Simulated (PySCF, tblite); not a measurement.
**C₃H₁₁FPSi₂ radical: geometry, infrared bands and EPR parameters**

Wanted: the infrared bands and EPR parameters of C₃H₁₁FPSi₂ radical (`CC[CH][Si@@H](F)P[SiH3]`), by calculation.

Computed with tblite 0.8.0 and PySCF 2.14.0, with density-fitted response routines of our own, on a single molecule in the gas phase. Atoms count from 0, in the outputs and in this text.

## Step 1: Starting geometry

18 atoms, charge 0, multiplicity 2; geometry from: force field or distance geometry start.

Bonds of the start (Å): C0–C1 1.51, C1–C2 1.52, C2–Si3 1.83, Si3–F4 1.70, Si3–P5 2.22, P5–Si6 2.23, C0–H7 1.12, C0–H8 1.11, C0–H9 1.10, C1–H10 1.11, C1–H11 1.13, C2–H12 1.10, Si3–H13 1.47, P5–H14 1.44, Si6–H15 1.45, Si6–H16 1.49, Si6–H17 1.47.

## Step 2: Optimising the geometry with GFN2-xTB

What the job is given:

```
{"job": {"kind": "relax", "xc": "GFN2-xTB", "basis": "xTB"}, "charge": 0, "multiplicity": 2}
C     -3.416500    -0.244800    -0.313300
C     -2.093400     0.138100     0.309900
C     -1.106300     0.299400    -0.834700
Si     0.566300     0.771400    -0.246600
F      0.411100     1.646800     1.203600
P      1.824700    -1.021600     0.123100
Si     3.897500    -0.217000     0.346200
H     -4.227100     0.201600     0.322400
H     -3.434800     0.227700    -1.316300
H     -3.506300    -1.342500    -0.356500
H     -2.130900     1.096200     0.861600
H     -1.737200    -0.677700     1.003900
H     -1.138300    -0.555900    -1.528600
H      1.221100     1.620300    -1.257300
H      1.845200    -1.862800    -1.047700
H      4.661400    -0.399800    -0.872800
H      3.795000     1.234000     0.679600
H      4.559900    -0.907100     1.461500
```

Run with:

```sh
> OMP_NUM_THREADS=1 python probes_run.py task.json out
```

This one command runs all jobs of the session in turn.

The log of the run:

```text
step      E/eV     max force
  0    -617.79893    1.904
  1    -618.02081    1.370
  2    -618.20859    1.257
  3    -618.27605    1.146
  4    -618.41276    0.908
  5    -618.46440    0.584
  6    -618.49951    0.387
  7    -618.51353    0.286
  8    -618.52459    0.318
  9    -618.53576    0.317
 10    -618.54915    0.233
 11    -618.55813    0.202
 12    -618.56294    0.154
 13    -618.56642    0.170
 14    -618.57064    0.153
 15    -618.57494    0.151
 16    -618.57833    0.153
 17    -618.58105    0.143
 18    -618.58401    0.149
 19    -618.58783    0.201
 20    -618.59245    0.208
 21    -618.59683    0.151
 22    -618.60020    0.114
 23    -618.60276    0.112
 24    -618.60508    0.112
 25    -618.60739    0.131
 26    -618.60952    0.128
 27    -618.61149    0.107
 28    -618.61354    0.128
 29    -618.61566    0.117
 30    -618.61764    0.128
 31    -618.61948    0.115
 32    -618.62121    0.087
 33    -618.62267    0.093
 34    -618.62377    0.085
 35    -618.62458    0.066
 36    -618.62526    0.061
 37    -618.62598    0.064
 38    -618.62672    0.069
 39    -618.62737    0.067
 40    -618.62790    0.054
 41    -618.62835    0.058
 42    -618.62872    0.040
 43    -618.62898    0.036
 44    -618.62917    0.030
 45    -618.62935    0.038
 46    -618.62955    0.038
 47    -618.62980    0.034
 48    -618.63004    0.037
 49    -618.63023    0.041
 50    -618.63037    0.027
 51    -618.63052    0.027
 52    -618.63070    0.030
 53    -618.63091    0.029
 54    -618.63109    0.032
 55    -618.63127    0.032
 56    -618.63145    0.034
 57    -618.63167    0.035
 58    -618.63189    0.031
 59    -618.63205    0.025
 60    -618.63216    0.026
 61    -618.63225    0.026
 62    -618.63234    0.020
 63    -618.63243    0.019
 64    -618.63247    0.014
 65    -618.63250    0.012
 66    -618.63255    0.015
 67    -618.63261    0.024
 68    -618.63269    0.025
 69    -618.63276    0.015
 70    -618.63281    0.015
 71    -618.63285    0.018
 72    -618.63290    0.024
 73    -618.63296    0.022
 74    -618.63301    0.017
 75    -618.63307    0.019
 76    -618.63316    0.031
 77    -618.63331    0.047
 78    -618.63357    0.058
 79    -618.63389    0.057
 80    -618.63423    0.059
 81    -618.63465    0.072
 82    -618.63535    0.096
 83    -618.63688    0.140
 84    -618.63864    0.192
 85    -618.63945    0.153
 86    -618.64192    0.098
 87    -618.64310    0.083
 88    -618.64436    0.112
 89    -618.64629    0.162
 90    -618.64987    0.163
 91    -618.65238    0.101
 92    -618.65392    0.064
 93    -618.65473    0.125
 94    -618.65580    0.083
 95    -618.65666    0.064
 96    -618.65794    0.061
 97    -618.65972    0.096
 98    -618.66117    0.083
 99    -618.66222    0.059
100    -618.66323    0.058
101    -618.66388    0.055
102    -618.66442    0.064
103    -618.66490    0.074
104    -618.66541    0.056
105    -618.66621    0.049
106    -618.66670    0.065
107    -618.66747    0.065
108    -618.66814    0.090
109    -618.66877    0.063
110    -618.66922    0.053
111    -618.66956    0.048
112    -618.66990    0.041
113    -618.67016    0.070
114    -618.67054    0.055
115    -618.67092    0.047
116    -618.67133    0.036
117    -618.67153    0.031
118    -618.67171    0.029
119    -618.67181    0.026
120    -618.67192    0.028
121    -618.67206    0.032
122    -618.67219    0.028
123    -618.67231    0.033
124    -618.67244    0.029
125    -618.67264    0.037
126    -618.67285    0.036
127    -618.67303    0.030
128    -618.67317    0.032
129    -618.67329    0.024
130    -618.67341    0.021
131    -618.67354    0.025
132    -618.67363    0.026
133    -618.67370    0.021
134    -618.67376    0.018
135    -618.67383    0.019
136    -618.67392    0.021
137    -618.67401    0.029
138    -618.67410    0.024
139    -618.67418    0.025
140    -618.67426    0.023
141    -618.67434    0.023
142    -618.67442    0.022
143    -618.67448    0.022
144    -618.67454    0.018
145    -618.67460    0.019
146    -618.67466    0.016
147    -618.67470    0.011
148    -618.67473    0.011
149    -618.67476    0.013
150    -618.67478    0.009
```

Wall time 1.6 s (1 thread of Intel Xeon at 2.60GHz, shared host).

Step by step: (not every step is listed)

```csv
step,energy from step 0 (eV),largest force (eV/Å)
0,0.0000,1.9040
1,-0.2219,1.3699
2,-0.4097,1.2569
3,-0.4771,1.1459
4,-0.6138,0.9082
5,-0.6655,0.5842
6,-0.7006,0.3866
7,-0.7146,0.2863
8,-0.7257,0.3181
21,-0.7979,0.1513
34,-0.8248,0.0847
47,-0.8309,0.0343
60,-0.8332,0.0257
73,-0.8340,0.0216
86,-0.8430,0.0978
99,-0.8633,0.0594
112,-0.8710,0.0408
125,-0.8737,0.0373
138,-0.8752,0.0240
145,-0.8757,0.0192
146,-0.8757,0.0157
147,-0.8758,0.0110
148,-0.8758,0.0112
149,-0.8758,0.0127
150,-0.8759,0.0089
```

Distances of close pairs at the start and the end, largest changes first:

```csv
bond,before (Å),after (Å),change (Å)
Si3–F4,1.701,1.618,-0.084
P5–H14,1.442,1.382,-0.059
C1–C2,1.520,1.481,-0.039
C0–H7,1.123,1.087,-0.035
Si6–H16,1.492,1.460,-0.032
Si3–P5,2.222,2.252,+0.030
C1–H11,1.129,1.098,-0.030
C0–H8,1.109,1.087,-0.022
```

The next job starts from the end point, and lists it.

## Step 3: Harmonic vibrations with GFN2-xTB

What the job is given:

```
{"job": {"kind": "ir", "xc": "GFN2-xTB", "basis": "xTB"}, "charge": 0, "multiplicity": 2}
C     -3.494703     0.114229    -0.489459
C     -2.230627    -0.012915     0.365836
C     -1.048278    -0.394939    -0.440490
Si     0.610941     0.376293    -0.293070
F      0.513408     1.619054     0.737638
P      2.089125    -1.037255     0.649104
Si     4.015171     0.042927     0.330800
H     -4.349152     0.358157     0.137040
H     -3.368207     0.901176    -1.228808
H     -3.701149    -0.818168    -1.010035
H     -2.040971     0.920766     0.896117
H     -2.415917    -0.788384     1.121425
H     -1.200189    -1.228117    -1.112274
H      1.115402     1.017914    -1.508256
H      2.184633    -1.838869    -0.473000
H      4.130214     0.669243    -0.991439
H      4.110292     1.065196     1.369329
H      5.071248    -0.959991     0.477560
```

The log of the run:

```text
mode    cm-1     km/mol
  1      18.7      1.11
  2      23.4      1.38
  3      30.5      0.74
  4      75.7      0.08
  5      90.6      0.27
  6     107.4      1.38
  7     141.9      4.55
  8     182.3     10.54
  9     221.5      1.57
 10     306.1      7.68
 11     361.0      9.59
 12     432.3      2.34
 13     461.2     38.11
 14     494.9     52.49
 15     507.9     18.45
 16     530.7     73.18
 17     605.7    179.52
 18     629.9     47.97
 19     661.0     35.04
 20     740.7    181.80
 21     746.6    120.41
 22     755.8    323.96
 23     769.9    170.39
 24     788.9    122.30
 25     797.2    147.18
 26     845.0     74.96
 27     983.7     22.12
 28    1025.5     19.10
 29    1050.1      4.07
 30    1170.3      4.20
 31    1212.1      3.77
 32    1246.8     11.52
 33    1343.4      3.34
 34    1402.4      1.02
 35    1453.0      2.40
 36    1495.0      4.52
 37    1501.0      2.72
 38    2205.4     19.75
 39    2219.8    405.18
 40    2252.4    204.03
 41    2283.5    133.63
 42    2322.3    258.46
 43    2874.0     17.87
 44    2998.4     12.90
 45    3035.1     32.85
 46    3037.4     38.82
 47    3042.7     25.63
 48    3057.4     34.43
```

It took 0.98 s on 1 thread of Intel Xeon at 2.60GHz, shared host.

The strongest bands and the atoms that carry them (share of the mass-weighted mode):

```csv
cm⁻¹,km/mol,atoms
606,179.5,H13 86 %
741,181.8,"C2 16 %, F4 15 %, Si3 15 %, H14 14 %"
756,324.0,"H16 41 %, H17 31 %, H14 14 %"
770,170.4,"H16 40 %, H17 20 %, H15 15 %, H14 15 %"
797,147.2,"F4 21 %, Si3 16 %, H11 16 %, H10 12 %"
2220,405.2,"H15 59 %, H13 37 %"
2252,204.0,H17 95 %
2322,258.5,H14 90 %
```

## Step 4: EPR parameters: B3LYP/pcH-1

Same as in step 3 but for these lines:

```diff
@@ -1,2 +1,2 @@
-{"job": {"kind": "ir", "xc": "GFN2-xTB", "basis": "xTB"}, "charge": 0, "multiplicity": 2}
+{"job": {"kind": "epr", "basis": "pcH-1"}, "charge": 0, "multiplicity": 2}
 C     -3.494703     0.114229    -0.489459
```

With the program's defaults for keys left out, this is: UKS B3LYP, pcH-1 on C F H P Si, non-relativistic, mean-field spin-orbit, GIAO.

The log of the run:

```text
UKS, coarse grid
  cycle   1  E = -1141.10746440  |g| = 4.97e-01
  cycle   2  E = -1141.01011366  |g| = 7.52e-01
  cycle   3  E = -1141.19374516  |g| = 7.42e-02
  cycle   4  E = -1141.19508704  |g| = 3.75e-02
  cycle   5  E = -1141.19572037  |g| = 6.02e-03
  cycle   6  E = -1141.19574203  |g| = 2.55e-03
  cycle   7  E = -1141.19574424  |g| = 9.98e-04
UKS, final grid
  cycle   1  E = -1141.19567737  |g| = 1.12e-03
  cycle   2  E = -1141.19567697  |g| = 1.45e-03
  cycle   3  E = -1141.19567805  |g| = 1.02e-04
  cycle   4  E = -1141.19567805  |g| = 6.72e-05
  cycle   5  E = -1141.19567805  |g| = 2.07e-05
E = -1141.19567805 Eh   <S^2> = 0.7535 (exact 0.7500)
g shifts (ppm)      1          2          3
  rmc          -133       -133       -133
  gc              4         19         22
  oz_so          46        178        683
  total         -83         63        573
hyperfine (MHz)  atom isotope    a_iso     a_fc   dipolar eigenvalues
    0   13C      45.88      45.88     -3.63     -3.37      7.00
    1   13C     -28.45     -28.46     -2.82      0.91      1.91
    2   13C      78.41      78.52    -73.78    -72.82    146.60
    3  29Si      52.39      52.47     -1.70     -0.34      2.04
    4   19F      -5.08      -5.04     -2.17     -1.02      3.19
    5   31P      77.75      77.87    -15.11    -13.79     28.90
    6  29Si      -4.96      -4.98     -2.83      1.34      1.50
    7    1H       6.92       6.92     -2.62     -1.62      4.24
    8    1H      -3.03      -3.03     -4.67     -2.06      6.73
    9    1H      -1.88      -1.89     -3.59     -2.56      6.15
   10    1H       9.56       9.56     -4.65     -3.83      8.48
   11    1H     135.08     135.08     -5.84     -2.89      8.72
   12    1H     -54.61     -54.62    -35.06     -0.71     35.77
   13    1H      45.86      45.86     -3.36     -1.80      5.15
   14    1H      -2.15      -2.15     -2.16     -1.14      3.30
   15    1H      -0.49      -0.49     -0.74     -0.34      1.08
   16    1H      -0.48      -0.48     -0.57     -0.38      0.95
   17    1H       5.00       5.00     -0.60     -0.19      0.79
```

Wall time 1.8 min (1 thread of Intel Xeon at 2.60GHz, shared host); peak memory 1.1 GiB.

Principal g values 2.00224, 2.00238, 2.00289; g(iso) = 2.00250, against 2.00232 for a free electron.

Hyperfine couplings; where a row names several nuclei, a(iso) is their mean (it holds for fast rotation or exchange) and the dipolar term the largest among them:

```csv
nuclei,isotope,a(iso) (MHz),"a(iso) (G, at g = 2.0023)",largest dipolar term (MHz)
H11,1H,135.1,48.2,8.7
C2,13C,78.4,28.0,146.6
P5,31P,77.7,27.7,28.9
H12,1H,-54.6,-19.5,35.8
Si3,29Si,52.4,18.7,2.0
C0,13C,45.9,16.4,7.0
H13,1H,45.9,16.4,5.2
C1,13C,-28.4,-10.2,-2.8
H10,1H,9.6,3.4,8.5
F4,19F,-5.1,-1.8,3.2
Si6,29Si,-5.0,-1.8,-2.8
H14,1H,-2.1,-0.8,3.3
"H15, H16, H17",1H,1.3,0.5,1.1
"H7, H8, H9",1H,0.7,0.2,6.7
```

Mulliken spin populations:

C0 0.02; C1 -0.08; C2 0.98; Si3 -0.02; F4 0.00; P5 0.03; Si6 0.01; H7 0.01; H8 0.00; H9 0.00; H10 0.00; H11 0.05; H12 -0.04; H13 0.02; H14 0.00; H15 0.00; H16 0.00; H17 0.00

In first order the couplings over 0.8 MHz of 1H, 31P, 19F give 512 distinct lines over 119.2 G, if the averaged nuclei exchange fast; the same motion can average rows kept apart here too.

Orbitals, density, ELF and potential are computed afterwards from the orbital file.

ELF in a plane through or near 7 of the atoms.

Ten even steps from '0' (0.00) to '9' (1.00):
```
0000000000000000000000000000
0000000000000000000000000000
0000000000000000000000000000
0000001000012210000000000000
0000035400036740000000000000
0000167610058860030000000000
0000168720058850150001100000
0000157620027720151135620000
0000111022223233334568950000
0002316534557677757218840000
0016851166681193566326310000
0038982265574482432898200000
0028983126731149940999600000
0006851029970049960899500000
0001310049990029950388100000
0000000039980006710011000000
0000000017840000000000000000
0000000000000000000000000000
0000000000000000000000000000
0000000000000000000000000000
```
The map spans 15.4 Å across and 9.0 Å up, centred on the molecule. Atoms in the plane (x, y in Å): C0 (3.5, 0.0), C2 (1.1, -0.5), Si3 (-0.6, 0.3), F4 (-0.5, 1.8), Si6 (-4.0, 0.1), H9 (3.7, -1.0), H14 (-2.2, -1.9).

On the surface of density 0.002 e/bohr³ the electrostatic potential runs, from the 1st to the 99th percentile, from -1.07 V near F4 to 1.30 V near H14.

The spin density lies nearest to C2 67 %; H11, H12 about 7 % each.

## Step 5: Results

| quantity | value |
| --- | --- |
| strongest single infrared mode (GFN2-xTB) | 2220 cm⁻¹, 405 km/mol |
| zero-point energy (GFN2-xTB) | 78.0 kcal/mol |
| g(iso) (B3LYP) | 2.00250 |
| ⟨S²⟩ | 0.754 (exact 0.75) |
| largest a(iso) (averaged by class) | 1H on H11, 135.1 MHz |
| potential on the surface of density 0.002 e/bohr³, 1st and 99th percentile | -1.07 V and 1.30 V |

In words: The optimisation took 150 steps and gained 0.876 eV; among the close pairs (by a distance rule), Si3–F4 changed most, from 1.701 to 1.618 Å. All 48 modes are real, so the xTB geometry is a minimum. The strongest single mode, at 2220 cm⁻¹, moves mainly H15 and H13. Unscaled tight-binding wavenumbers are off by several per cent, some by more. Its intensities can rank the bands wrongly. Most of the unpaired spin sits on C2 (0.98 e). The isotropic g lies 0.2 ppt above the free-electron value. These values are for one conformer; the search (at its own cheap level) found 2 more, at 0.09, 0.13 kcal/mol, and measured spectra average over such forms.
